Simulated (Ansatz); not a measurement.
# C2H5F3OTi: small, medium and large basis sets

One table from this session's results is given with a row withheld; the runs are named, their logs left out.

Method: one geometry, several basis sets; program: Ansatz 0.2.0, Gaussian basis.

The runs, in order: PBE0-D4/def2-SVP; ωB97M-V/def2-SVP; PBE0-D4/def2-QZVPP; ωB97M-V/def2-QZVPP; the functionals' def2-TZVPP values are taken from earlier runs.

### Structure used throughout

The geometry comes from an earlier relaxation with PBE0-D4 in a triple-zeta def2 set; it is a stationary point, not always the lowest conformer.

SMILES `CC[O][Ti]([F])([F])[F]`, 12 atoms, charge 0, spin multiplicity 1.

Atoms are counted from 1 here; the program's logs count them from 0.

Bond lengths: C1–C2 1.510 Å, C1–H8 1.091 Å, C1–H9 1.092 Å, C1–H10 1.092 Å, C2–O3 1.404 Å, C2–H11 1.095 Å, C2–H12 1.095 Å, O3–Ti4 1.734 Å, Ti4–F5 1.758 Å, Ti4–F6 1.757 Å, Ti4–F7 1.758 Å. Angles: C2–C1–H8 110.8°, C2–C1–H9 109.7°, C2–C1–H10 110.8°, H8–C1–H9 108.4°, H8–C1–H10 108.5°, H9–C1–H10 108.4°, C1–C2–O3 111.2°, C1–C2–H11 111.1°, C1–C2–H12 111.1°, O3–C2–H11 107.7°, O3–C2–H12 107.7°, H11–C2–H12 107.9°, C2–O3–Ti4 171.5°, O3–Ti4–F5 109.4°, O3–Ti4–F6 109.1°, O3–Ti4–F7 109.5°, F5–Ti4–F6 109.5°, F5–Ti4–F7 109.8° and more.

Geometry (Å):

```
atom    x (Å)    y (Å)    z (Å)
  C1  -0.4172  -0.3367   1.6990
  C2   0.4888  -0.8823   0.6216
  O3   0.3622  -0.1463  -0.5677
 Ti4   0.0329   0.9045  -1.9072
  F5   1.5030   1.7562  -2.3581
  F6  -1.1972   2.0683  -1.4380
  F7  -0.5476  -0.0454  -3.2676
  H8  -1.4625  -0.3851   1.3887
  H9  -0.3010  -0.9253   2.6119
 H10  -0.1699   0.7021   1.9251
 H11   0.2474  -1.9259   0.3955
 H12   1.5381  -0.8392   0.9306
```

The first run:

Input file in.yaml:

```yaml
crystal:
  periodic: [false, false, false]
  atoms:
    - {symbol: C, position_ang: [-0.417200, -0.336728, 1.699027]}
    - {symbol: C, position_ang: [0.488777, -0.882280, 0.621611]}
    - {symbol: O, position_ang: [0.362238, -0.146319, -0.567733]}
    - {symbol: Ti, position_ang: [0.032946, 0.904471, -1.907225]}
    - {symbol: F, position_ang: [1.503038, 1.756222, -2.358057]}
    - {symbol: F, position_ang: [-1.197186, 2.068301, -1.438047]}
    - {symbol: F, position_ang: [-0.547556, -0.045433, -3.267599]}
    - {symbol: H, position_ang: [-1.462525, -0.385062, 1.388658]}
    - {symbol: H, position_ang: [-0.301016, -0.925264, 2.611949]}
    - {symbol: H, position_ang: [-0.169869, 0.702075, 1.925107]}
    - {symbol: H, position_ang: [0.247424, -1.925878, 0.395509]}
    - {symbol: H, position_ang: [1.538129, -0.839207, 0.930599]}
basis:
  gaussian: {orbitals: def2-SVP}
hamiltonian: {xc: pbe0, dispersion: d4}
output: {orbitals: {seedname: orbitals}}
```

Launch:

```sh
$ ansatz run in.yaml --threads 2 --pin off --events-out ev --progress --plain --max-ram 22528MiB --backend cpu
```

Among the steps run: PBE0-D4 in def2-SVP; ωB97M-V in def2-SVP; PBE0-D4 in def2-QZVPP; ωB97M-V in def2-QZVPP.

One table of the session follows, with a row left open; its other results are not shown here.

It belongs to the step «Functionals by basis». 

```
functional       basis  HOMO (eV)  LUMO (eV)
   PBE0-D4    def2-SVP      -9.21      -2.07
   PBE0-D4  def2-TZVPP      -9.29      -2.06
   PBE0-D4  def2-QZVPP      -9.29      -2.05
   ωB97M-V    def2-SVP     -11.54       0.28
   ωB97M-V  def2-TZVPP     -11.65       0.26
   ωB97M-V  def2-QZVPP          ?          ?
```

**Question.** Estimate the row for ωB97M-V, def2-QZVPP.

As computed: HOMO (eV): -11.65; LUMO (eV): 0.25.
